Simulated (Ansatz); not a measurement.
# Ga24B8As32: the cost of one run

Program: Ansatz 0.2.0, PAW, plane waves. These are calculated values, not measurements.

**1. Starting point**

64 atoms (24 Ga, 8 B, 32 As); a = 10.874 Å, b = 10.874 Å, c = 10.874 Å, α = 90.00°, β = 90.00°, γ = 90.00°. All atoms were shaken off their sites by about 0.02 Å along each axis.

Steps to follow: (2) PBEsol cell relaxation at the single k point (¼, ¼, ¼), on 1 × NVIDIA H100 80GB HBM3 with 4 threads of AMD EPYC 7R13; (3) HSE06 single point at the single k point (¼, ¼, ¼), on 1 × NVIDIA H100 80GB HBM3 with 4 threads of AMD EPYC 7R13.

**2. PBEsol relaxation of the cell and the positions**

in.yaml reads:

```yaml
crystal:
  lattice:
    - [10.873941, 0.000000, 0.000000]
    - [0.000000, 10.873941, 0.000000]
    - [0.000000, 0.000000, 10.873941]
  atoms:
    - { symbol: Ga, position: [0.997258, 0.002462, 0.996358] }
    - { symbol: Ga, position: [0.999895, 0.997714, 0.499295] }
    - { symbol: Ga, position: [0.001432, 0.496760, 0.000722] }
    - { symbol: Ga, position: [0.000676, 0.499185, 0.498263] }
    - { symbol: Ga, position: [0.495758, 0.002098, 0.001467] }
    - { symbol: Ga, position: [0.497725, 0.500412, 0.002351] }
    - { symbol: Ga, position: [0.249699, 0.251619, 0.998176] }
    - { symbol: Ga, position: [0.251974, 0.249106, 0.499456] }
    - { symbol: Ga, position: [0.247637, 0.750187, 0.997419] }
    - { symbol: Ga, position: [0.250868, 0.753812, 0.500043] }
    - { symbol: Ga, position: [0.750426, 0.248693, 0.496644] }
    - { symbol: Ga, position: [0.749006, 0.751416, 0.499160] }
    - { symbol: Ga, position: [0.248413, 0.500940, 0.249662] }
    - { symbol: Ga, position: [0.251010, 0.501040, 0.748265] }
    - { symbol: Ga, position: [0.746104, 0.000701, 0.247187] }
    - { symbol: Ga, position: [0.751381, 0.001214, 0.745760] }
    - { symbol: Ga, position: [0.750878, 0.499762, 0.252047] }
    - { symbol: Ga, position: [0.750673, 0.501677, 0.751543] }
    - { symbol: Ga, position: [0.001309, 0.250894, 0.748245] }
    - { symbol: Ga, position: [0.998943, 0.751996, 0.249219] }
    - { symbol: Ga, position: [0.496473, 0.252728, 0.250981] }
    - { symbol: Ga, position: [0.501655, 0.249361, 0.750998] }
    - { symbol: Ga, position: [0.501307, 0.753350, 0.250411] }
    - { symbol: Ga, position: [0.498723, 0.751322, 0.750075] }
    - { symbol: B, position: [0.502830, 0.000485, 0.500294] }
    - { symbol: B, position: [0.500545, 0.501024, 0.499424] }
    - { symbol: B, position: [0.747167, 0.248886, 0.000683] }
    - { symbol: B, position: [0.752975, 0.751975, 0.002339] }
    - { symbol: B, position: [0.250832, 0.998596, 0.248994] }
    - { symbol: B, position: [0.246849, 0.998351, 0.746987] }
    - { symbol: B, position: [0.000756, 0.251915, 0.253008] }
    - { symbol: B, position: [0.001336, 0.750239, 0.749022] }
    - { symbol: As, position: [0.123166, 0.125255, 0.124474] }
    - { symbol: As, position: [0.127512, 0.121679, 0.623463] }
    - { symbol: As, position: [0.124605, 0.624148, 0.125282] }
    - { symbol: As, position: [0.127790, 0.625206, 0.627006] }
    - { symbol: As, position: [0.625559, 0.123079, 0.125318] }
    - { symbol: As, position: [0.628588, 0.124151, 0.625920] }
    - { symbol: As, position: [0.623651, 0.627279, 0.124125] }
    - { symbol: As, position: [0.627555, 0.623134, 0.625206] }
    - { symbol: As, position: [0.377712, 0.376332, 0.123287] }
    - { symbol: As, position: [0.377146, 0.371831, 0.626285] }
    - { symbol: As, position: [0.374707, 0.874728, 0.123232] }
    - { symbol: As, position: [0.375642, 0.870933, 0.626452] }
    - { symbol: As, position: [0.875052, 0.375848, 0.128665] }
    - { symbol: As, position: [0.875604, 0.378568, 0.625049] }
    - { symbol: As, position: [0.876374, 0.878626, 0.126642] }
    - { symbol: As, position: [0.877062, 0.877376, 0.626481] }
    - { symbol: As, position: [0.373975, 0.123424, 0.374795] }
    - { symbol: As, position: [0.378002, 0.122998, 0.875135] }
    - { symbol: As, position: [0.376404, 0.625829, 0.378362] }
    - { symbol: As, position: [0.379960, 0.627508, 0.875530] }
    - { symbol: As, position: [0.880282, 0.127981, 0.375339] }
    - { symbol: As, position: [0.873076, 0.123848, 0.875030] }
    - { symbol: As, position: [0.871536, 0.623329, 0.378068] }
    - { symbol: As, position: [0.873782, 0.625332, 0.874714] }
    - { symbol: As, position: [0.123015, 0.373196, 0.376617] }
    - { symbol: As, position: [0.126401, 0.377151, 0.874332] }
    - { symbol: As, position: [0.126814, 0.876738, 0.371824] }
    - { symbol: As, position: [0.125353, 0.874880, 0.874247] }
    - { symbol: As, position: [0.620384, 0.375060, 0.375581] }
    - { symbol: As, position: [0.624084, 0.373723, 0.874669] }
    - { symbol: As, position: [0.624846, 0.876662, 0.377671] }
    - { symbol: As, position: [0.625099, 0.874643, 0.873136] }
  symmetry: { detect: false }
kpoints:
  mp_grid: { grid: [1, 1, 1], shift: [0.25, 0.25, 0.25] }
hamiltonian:
  xc: pbesol
scf:
  occupations: { method: fermi_dirac, width: 0.01 }
relax:
  f_tol: 0.03
  max_steps: 80
  escape_saddle: false
  adjacent_minimum: "off"
  cell: { fix: [shape] }
output:
  forces: true
  eigenvalues: true
  populations: true
```

Run with:

```console
$ ansatz run in.yaml --threads 4 --pin off --max-ram 61750MiB --runs-dir r --events-out ev --progress --plain --backend cuda --devices 0, --max-vram 37GiB
```

**Question.** How long does this run take on 1 × NVIDIA H100 80GB HBM3 with 4 threads of AMD EPYC 7R13, shared host, and how much memory does it need?

About 32 s, with a peak of 1.5 GiB on the host.
